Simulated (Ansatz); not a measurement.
# Cd (fcc type): how the settings move a single-point run

Aim: see which settings change the result for Cd (fcc type), by how much, and at what cost.

Method: reference: DFT, PBEsol, all-electron PAW with datasets made for the crystal, scalar-relativistic, in Ansatz 0.2.0.

**1. The starting structure**

Symmetry: Fm-3m, No. 225, cubic system. The conventional cell has a = 3.303 Å, b = 3.303 Å, c = 3.303 Å, α = 90.00°, β = 90.00°, γ = 90.00°. Around Cd (site symmetry m-3m) lie 12 Cd at 2.34 Å.

As a file:

```xyz
1
Lattice="0.0000 1.6516 1.6516 1.6516 0.0000 1.6516 1.6516 1.6516 0.0000" Properties=species:S:1:pos:R:3 pbc="T T T"
Cd    0.0000    0.0000    0.0000
```

**2. Baseline**

input.yaml

```yaml
crystal:
  lattice:
    - [0.0, 1.6515521524, 1.6515521524]
    - [1.6515521524, 0.0, 1.6515521524]
    - [1.6515521524, 1.6515521524, 0.0]
  atoms:
    - { symbol: Cd, position: [0.0, 0.0, 0.0] }
kpoints:
  mp_grid: { grid: [17, 17, 17] }
scf:
  occupations: { method: fermi_dirac, width: 0.08 }
hamiltonian:
  xc: pbesol
  pseudopotentials: { kind: all_electron, datasets: crystal }
output:
  forces: true
  stress: true
  eigenvalues: true
```

The run is started by

```bash
> ansatz run input.yaml --threads 1 --pin off --max-ram 2048MiB --backend cpu --events-out ev --progress --plain --runs-dir out
```

From the output:

```text
[...]
Basis set: ecut = 480 eV, 181 PW (Γ), exchange–correlation on 36×36×36 points (8 copies of the dense FFT grid, shifted against one another)
[...]
k-points: 165 of 4913
[...]
SCF iter   1: F=—  HF=-152157.555713 eV  |F-HF|=—  |Δ(HF+E_count)|=         —  Δρ=1.01e-1  dr2=6.80e-1  ethr=5.09e-3  ⟨swp⟩=3.1  Hψ=10639  notcnv=0
preconditioner: auto → none  [metal: Δε(μ)=0.093 eV  Ē_g=25.217 eV  σ=0.080 eV  W_gap=0.28  n_scr=0 (ndim 8)  ℏωp=42.9 eV  f_vac=0.000  D(μ)=0.25/eV (n_scr^D=0)]
[...]
SCF iter   2: F=—  HF=-152157.287381 eV  |F-HF|=—  |Δ(HF+E_count)|=   2.68e-1  Δρ=2.24e-2  dr2=3.11e-2  ethr=2.59e-4  ⟨swp⟩=2.0  Hψ=6526  notcnv=0
[...]
SCF iter   5: F=—  HF=-152157.226804 eV  |F-HF|=—  |Δ(HF+E_count)|=   1.52e-4  Δρ=2.05e-4  dr2=1.34e-6  ethr=4.68e-7  ⟨swp⟩=3.0  Hψ=4236  notcnv=0  defer=1
SCF iter   6: F=-152157.226803 eV  HF=-152157.226803 eV  |F-HF|=8.44e-10  |Δ(HF+E_count)|=   3.13e-7  Δρ=2.97e-5  dr2=1.74e-8  ethr=1.12e-8  ⟨swp⟩=3.0  Hψ=2924  notcnv=0  defer=1
[...]
SCF converged after 6 iterations
Free energy (F): -152157.226805 eV
[...]
E sigma→0 (E₀):  -152157.223790 eV
[...]
Fermi energy:    46.519867 eV
[...]
  P = ⅓ Tr σ = 504.7400 GPa (5047.400 kbar)
[...]
```

Run time: 8.9 s. Hardware: 1 thread of Arm Neoverse V1, shared host; peak memory 0.44 GiB.

**3. Changing settings: lower_state_search light**

Changes to input.yaml since step 2:

```diff
@@ -11,2 +11,3 @@
   occupations: { method: fermi_dirac, width: 0.08 }
+  lower_state_search: light
 hamiltonian:
```

The run is started by

```bash
> ansatz run input.yaml --threads 1 --pin off --max-ram 2048MiB --backend cpu --events-out ev --progress --plain --runs-dir out
```

The log of the run:

```text
hamiltonian.pseudopotentials.datasets: crystal makes datasets for this crystal and solves the spheres of its atoms anew in each pass: cutoff 480.0 eV, the density's 1920.0 eV; for an error of 0.50 meV an atom under PBE, 0.5 meV for the cell; an energy difference from a run of another recipe may be off by several times the error for the cell, under r2SCAN by more, where some 0.1 meV an atom stays at smaller errors; Cd in spheres of 1.164 Å, 12 of its electrons in bands, 8 on its site; only band paths and densities of states list, in semicore columns, the levels of the semicore shells that are solved separately: 4s of Cd, 4p of Cd
Engine: ansatz 0.2.0
Pseudopotentials: kind: all_electron
Pseudopotential: Cd, paw, valence charge 20, recommended cutoff 480 eV (normal), Koelling and Harmon's equation, gaussian nucleus
Functional definition: PBEsol
  exchange = pbesol_x
  correlation = pbesol_c
Crystal: 1 atoms, lattice volume = 9.010 Å³
Basis set: ecut = 480 eV, 181 PW (Γ), exchange–correlation on 36×36×36 points (8 copies of the dense FFT grid, shifted against one another)
Bands: 10, of which v1, the nominal top of the filled ones, is band 6 counted from 1 (5 counted from 0)
Symmetry: 48 space group operations
Space group: Fm-3m (ITA 225), of the structure as read, at distance tolerance 2.1e-5 Å
k-points: 165 of 4913
Non-local potential: Cd, projectors of the file, l = 0: 1, l = 1: 1, l = 2: 2
PAW form: soft (Blöchl's): semilocal exchange-correlation on the pseudo side does not see the compensation charge
PAW one-centre angular grid: Cd, 590 points (default); XC on its mesh's 1813 points in the sphere
Initial density: superposition of atomic densities (neutral atoms: chi_scale 0, normalization atom)
Initial wavefunctions: pseudopotential atomic-orbital guess
Functional: x = pbesol(κ = 0.804, μ = 0.12345679012345678), c = pbesol(β = 0.046)
iter 1 solved again at ethr=5.09e-3 eV; its pass at ethr=1.00e-1 eV (dr2=6.10e-1 eV) is discarded
SCF iter   1: F=—  HF=-152157.555713 eV  |F-HF|=—  |Δ(HF+E_count)|=         —  Δρ=1.01e-1  dr2=6.80e-1  ethr=5.09e-3  ⟨swp⟩=3.1  Hψ=10639  notcnv=0
preconditioner: auto → none  [metal: Δε(μ)=0.093 eV  Ē_g=25.217 eV  σ=0.080 eV  W_gap=0.28  n_scr=0 (ndim 8)  ℏωp=42.9 eV  f_vac=0.000  D(μ)=0.25/eV (n_scr^D=0)]
iter 2 solved again at ethr=2.59e-4 eV; its pass at ethr=5.09e-3 eV (dr2=3.11e-2 eV) is discarded
SCF iter   2: F=—  HF=-152157.287381 eV  |F-HF|=—  |Δ(HF+E_count)|=   2.68e-1  Δρ=2.24e-2  dr2=3.11e-2  ethr=2.59e-4  ⟨swp⟩=2.0  Hψ=6526  notcnv=0
SCF iter   3: F=—  HF=-152157.231613 eV  |F-HF|=—  |Δ(HF+E_count)|=   5.58e-2  Δρ=1.13e-2  dr2=8.15e-3  ethr=2.59e-4  ⟨swp⟩=2.0  Hψ=3307  notcnv=0  defer=1
SCF iter   4: F=—  HF=-152157.226651 eV  |F-HF|=—  |Δ(HF+E_count)|=   4.96e-3  Δρ=1.06e-3  dr2=5.62e-5  ethr=6.79e-5  ⟨swp⟩=2.4  Hψ=4163  notcnv=0  defer=2
SCF iter   5: F=—  HF=-152157.226804 eV  |F-HF|=—  |Δ(HF+E_count)|=   1.52e-4  Δρ=2.05e-4  dr2=1.34e-6  ethr=4.68e-7  ⟨swp⟩=3.0  Hψ=4236  notcnv=0  defer=1
SCF iter   6: F=-152157.226803 eV  HF=-152157.226803 eV  |F-HF|=8.44e-10  |Δ(HF+E_count)|=   3.13e-7  Δρ=2.97e-5  dr2=1.74e-8  ethr=1.12e-8  ⟨swp⟩=3.0  Hψ=2924  notcnv=0  defer=1
SCF 1 converged in 6 iterations: F = -152157.226805 eV  dr2 = 1.74e-8
  Residual-converged pass: ⟨swp⟩=3.9  Hψ=4028  notcnv=0  max |occ|·‖R‖ = 3.7e-6 eV (tolerance 3.7e-6 eV)  dr2=1.79e-8  dr2_onsite=2.70e-8  max |Δocc| = 3.6e-8
SCF converged after 6 iterations
Free energy (F): -152157.226805 eV
Harris-Foulkes:  -152157.226805 eV  (|F-HF|=8.44e-10)
Internal energy: -152157.220776 eV  (E = F + TS)
E sigma→0 (E₀):  -152157.223790 eV
Entropy (-TS):   -0.006030 eV (-6.030 meV/atom)
Past the cutoff: the bands carry plane waves up to 1.75 times it, of which those up to 1.5 times it add -0.000080 eV an atom, each by itself; the spheres take 0.000138 eV an atom off the energy for waves past 1.75 times it
By the cutoff:   a pressure is off by up to 0.009 GPa (1.2 times the spheres' own share and the shells' term, over an atom's volume, and 0.004 GPa: a bound that held against runs at twice the plane waves)
Past the cutoffs: a stress includes 0.0062 GPa for waves and charges beyond them, in addition to the slope of what the spheres take
In the spheres:  the bands' charges fall short by 6.1e-7 e at most (sound up to 1e-3), those of shells solved beside the bands by 5.5e-8 e (sound up to 5e-4)
Fermi energy:    46.519867 eV
--- Per-component energies (eV) ---
  The terms above E_closure are by the made datasets' own strengths, without shells solved beside the bands.
--- Forces (eV/Å), atoms counted from 1 ---
  atom   1  Cd    -0.00000000    -0.00000000     0.00000000
  max |Σ_I F_I| component: 6.57e-32 eV/Å
--- Stress (GPa, compression-positive) ---
      504.740035       0.000000      -0.000000
       -0.000000     504.740035      -0.000000
       -0.000000      -0.000000     504.740035
  P = ⅓ Tr σ = 504.7400 GPa (5047.400 kbar)
  It holds what live shells' own plane waves past their cutoff add
--- Band table (eV; the first three rows and the last of 165) ---
  k-point 0: bands = ["25.5604", "29.3476", "29.3476", "29.3476", "31.9197", "31.9197", "55.4753", "62.6391"]
  k-point 1: bands = ["25.7450", "29.2815", "29.4177", "29.4177", "31.8839", "31.8839", "55.7258", "61.7620"]
  k-point 2: bands = ["26.2454", "29.1521", "29.5971", "29.5971", "31.8131", "31.8131", "56.3866", "59.8916"]
  k-point 164: bands = ["27.2477", "28.4452", "29.0752", "31.8442", "34.3593", "46.9148", "48.7057", "51.1160"]
```

It took 8.9 s on 1 thread of Arm Neoverse V1, shared host; peak memory 0.44 GiB.

The changed input (search for lower states) leaves the energy the same to the digits printed.

**4. Changed: lower_state_search full**

Changes to input.yaml since step 2:

```diff
@@ -11,2 +11,3 @@
   occupations: { method: fermi_dirac, width: 0.08 }
+  lower_state_search: full
 hamiltonian:
```

The run is started by

```bash
> ansatz run input.yaml --threads 1 --pin off --max-ram 2048MiB --backend cpu --events-out ev --progress --plain --runs-dir out
```

The log of the run:

```text
hamiltonian.pseudopotentials.datasets: crystal makes datasets for this crystal and solves the spheres of its atoms anew in each pass: cutoff 480.0 eV, the density's 1920.0 eV; for an error of 0.50 meV an atom under PBE, 0.5 meV for the cell; an energy difference from a run of another recipe may be off by several times the error for the cell, under r2SCAN by more, where some 0.1 meV an atom stays at smaller errors; Cd in spheres of 1.164 Å, 12 of its electrons in bands, 8 on its site; only band paths and densities of states list, in semicore columns, the levels of the semicore shells that are solved separately: 4s of Cd, 4p of Cd
the run goes by scf.lower_state_search full: where its kind and settings allow, a search for a lower-energy state can add stability tests and further SCF calculations, which can take many times as long as the SCF (see the manual's entry of the key); standard usually adds fewer, off none
Engine: ansatz 0.2.0
Pseudopotentials: kind: all_electron
Pseudopotential: Cd, paw, valence charge 20, recommended cutoff 480 eV (normal), Koelling and Harmon's equation, gaussian nucleus
Functional definition: PBEsol
  exchange = pbesol_x
  correlation = pbesol_c
Crystal: 1 atoms, lattice volume = 9.010 Å³
Basis set: ecut = 480 eV, 181 PW (Γ), exchange–correlation on 36×36×36 points (8 copies of the dense FFT grid, shifted against one another)
Bands: 10, of which v1, the nominal top of the filled ones, is band 6 counted from 1 (5 counted from 0)
Symmetry: 48 space group operations
Space group: Fm-3m (ITA 225), of the structure as read, at distance tolerance 2.1e-5 Å
k-points: 165 of 4913
Non-local potential: Cd, projectors of the file, l = 0: 1, l = 1: 1, l = 2: 2
PAW form: soft (Blöchl's): semilocal exchange-correlation on the pseudo side does not see the compensation charge
PAW one-centre angular grid: Cd, 590 points (default); XC on its mesh's 1813 points in the sphere
Initial density: superposition of atomic densities (neutral atoms: chi_scale 0, normalization atom)
Initial wavefunctions: pseudopotential atomic-orbital guess
Functional: x = pbesol(κ = 0.804, μ = 0.12345679012345678), c = pbesol(β = 0.046)
iter 1 solved again at ethr=5.09e-3 eV; its pass at ethr=1.00e-1 eV (dr2=6.10e-1 eV) is discarded
SCF iter   1: F=—  HF=-152157.555713 eV  |F-HF|=—  |Δ(HF+E_count)|=         —  Δρ=1.01e-1  dr2=6.80e-1  ethr=5.09e-3  ⟨swp⟩=3.1  Hψ=10639  notcnv=0
preconditioner: auto → none  [metal: Δε(μ)=0.093 eV  Ē_g=25.217 eV  σ=0.080 eV  W_gap=0.28  n_scr=0 (ndim 8)  ℏωp=42.9 eV  f_vac=0.000  D(μ)=0.25/eV (n_scr^D=0)]
iter 2 solved again at ethr=2.59e-4 eV; its pass at ethr=5.09e-3 eV (dr2=3.11e-2 eV) is discarded
SCF iter   2: F=—  HF=-152157.287381 eV  |F-HF|=—  |Δ(HF+E_count)|=   2.68e-1  Δρ=2.24e-2  dr2=3.11e-2  ethr=2.59e-4  ⟨swp⟩=2.0  Hψ=6526  notcnv=0
SCF iter   3: F=—  HF=-152157.231613 eV  |F-HF|=—  |Δ(HF+E_count)|=   5.58e-2  Δρ=1.13e-2  dr2=8.15e-3  ethr=2.59e-4  ⟨swp⟩=2.0  Hψ=3307  notcnv=0  defer=1
SCF iter   4: F=—  HF=-152157.226651 eV  |F-HF|=—  |Δ(HF+E_count)|=   4.96e-3  Δρ=1.06e-3  dr2=5.62e-5  ethr=6.79e-5  ⟨swp⟩=2.4  Hψ=4163  notcnv=0  defer=2
SCF iter   5: F=—  HF=-152157.226804 eV  |F-HF|=—  |Δ(HF+E_count)|=   1.52e-4  Δρ=2.05e-4  dr2=1.34e-6  ethr=4.68e-7  ⟨swp⟩=3.0  Hψ=4236  notcnv=0  defer=1
SCF iter   6: F=-152157.226803 eV  HF=-152157.226803 eV  |F-HF|=8.44e-10  |Δ(HF+E_count)|=   3.13e-7  Δρ=2.97e-5  dr2=1.74e-8  ethr=1.12e-8  ⟨swp⟩=3.0  Hψ=2924  notcnv=0  defer=1
SCF 1 converged in 6 iterations: F = -152157.226805 eV  dr2 = 1.74e-8
  Residual-converged pass: ⟨swp⟩=3.9  Hψ=4028  notcnv=0  max |occ|·‖R‖ = 3.7e-6 eV (tolerance 3.7e-6 eV)  dr2=1.79e-8  dr2_onsite=2.70e-8  max |Δocc| = 3.6e-8
SCF converged after 6 iterations
Free energy (F): -152157.226805 eV
Harris-Foulkes:  -152157.226805 eV  (|F-HF|=8.44e-10)
Internal energy: -152157.220776 eV  (E = F + TS)
E sigma→0 (E₀):  -152157.223790 eV
Entropy (-TS):   -0.006030 eV (-6.030 meV/atom)
Past the cutoff: the bands carry plane waves up to 1.75 times it, of which those up to 1.5 times it add -0.000080 eV an atom, each by itself; the spheres take 0.000138 eV an atom off the energy for waves past 1.75 times it
By the cutoff:   a pressure is off by up to 0.009 GPa (1.2 times the spheres' own share and the shells' term, over an atom's volume, and 0.004 GPa: a bound that held against runs at twice the plane waves)
Past the cutoffs: a stress includes 0.0062 GPa for waves and charges beyond them, in addition to the slope of what the spheres take
In the spheres:  the bands' charges fall short by 6.1e-7 e at most (sound up to 1e-3), those of shells solved beside the bands by 5.5e-8 e (sound up to 5e-4)
Fermi energy:    46.519867 eV
--- Per-component energies (eV) ---
  The terms above E_closure are by the made datasets' own strengths, without shells solved beside the bands.
--- Forces (eV/Å), atoms counted from 1 ---
  atom   1  Cd    -0.00000000    -0.00000000     0.00000000
  max |Σ_I F_I| component: 6.57e-32 eV/Å
--- Stress (GPa, compression-positive) ---
      504.740035       0.000000      -0.000000
       -0.000000     504.740035      -0.000000
       -0.000000      -0.000000     504.740035
  P = ⅓ Tr σ = 504.7400 GPa (5047.400 kbar)
  It holds what live shells' own plane waves past their cutoff add
--- Band table (eV; the first three rows and the last of 165) ---
  k-point 0: bands = ["25.5604", "29.3476", "29.3476", "29.3476", "31.9197", "31.9197", "55.4753", "62.6391"]
  k-point 1: bands = ["25.7450", "29.2815", "29.4177", "29.4177", "31.8839", "31.8839", "55.7258", "61.7620"]
  k-point 2: bands = ["26.2454", "29.1521", "29.5971", "29.5971", "31.8131", "31.8131", "56.3866", "59.8916"]
  k-point 164: bands = ["27.2477", "28.4452", "29.0752", "31.8442", "34.3593", "46.9148", "48.7057", "51.1160"]
```

Run time: 31 s. Hardware: 1 thread of Arm Neoverse V1, shared host; peak memory 0.43 GiB.

The changed input (search for lower states) leaves the energy the same to the digits printed. Cost: 31 s against 8.9 s.

**5. All runs together**

| run | ending | energy change | pressure (GPa) | gap (eV) | force (eV/Å) | cycles | time |
| --- | --- | --- | --- | --- | --- | --- | --- |
| reference | converged | 0 | 504.7 | 0.00 | 0.00 | 6 | 8.9 s |
| 1: lower_state_search light | converged | 0.0 meV/atom | 504.7 | 0.00 | 0.00 | 6 | 8.9 s |
| 2: lower_state_search full | converged | 0.0 meV/atom | 504.7 | 0.00 | 0.00 | 6 | 31 s |

Residual by cycle in the longest SCF loop of each run; runs are numbered as in the table. The quantity is the density residual dr2, in eV.

| cycle | reference | run 1 | run 2 |
| --- | --- | --- | --- |
| 1 | 0.68 | 0.68 | 0.68 |
| 2 | 0.0311 | 0.0311 | 0.0311 |
| 3 | 0.00815 | 0.00815 | 0.00815 |
| 4 | 5.6e-5 | 5.6e-5 | 5.6e-5 |
| 5 | 1.3e-6 | 1.3e-6 | 1.3e-6 |
| 6 | 1.7e-8 | 1.7e-8 | 1.7e-8 |

Of the converged runs whose energies compare with the reference's, none moves it noticeably. Of the variants the dearest is «lower_state_search full» (31 s), the cheapest «lower_state_search light» (8.9 s), on a shared host. The structure is not at rest: the sound run finds 505 GPa, so these are no properties of the relaxed crystal. 
